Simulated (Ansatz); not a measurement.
A run of Ansatz 0.2.0:

Contents of input:

```
crystal:
  lattice:
    - [0.0, 2.57761, 2.57761]
    - [2.57761, 0.0, 2.57761]
    - [2.57761, 2.57761, 0.0]
  atoms:
    - { symbol: Ge, position: [0.5, 0.5, 0.5] }
    - { symbol: W, position: [0.0, 0.0, 0.0] }
hamiltonian:
  xc:
    exchange: hjs_pbesol
    correlation: pbesol
    exx: { coeff: 0.25, omega: 0.207 }
  pseudopotentials: { kind: paw }
kpoints:
  mp_grid: { grid: [5, 5, 5] }
  band_path:
    path:
      - [[0.0, 0.0, 0.0], [0.5, 0.0, 0.5], [0.5, 0.25, 0.75], [0.375, 0.375, 0.75], [0.0, 0.0, 0.0], [0.5, 0.5, 0.5], [0.625, 0.25, 0.625], [0.5, 0.25, 0.75], [0.5, 0.5, 0.5], [0.375, 0.375, 0.75]]
      - [[0.625, 0.25, 0.625], [0.5, 0.0, 0.5]]
    npoints: 4
scf:
  occupations: { method: fermi_dirac, width: 0.05 }
  n_extra_bands: 6
output:
  forces: true
  stress: true
  eigenvalues: true
  fatbands: false
```

Hardware: 1 × NVIDIA H100 80GB HBM3 with 2 threads of AMD EPYC 7R13 Processor (Zen 3), with other jobs on the host.

Problem. Estimate the wall time of this run.

Solution. Wall time 45 s on 1 × NVIDIA H100 80GB HBM3 with 2 threads of AMD EPYC 7R13 Processor (Zen 3) (shared host), peak memory 1.8 GiB. Counts: scf iterations 20, plane waves 645, k points 10, bands 20.
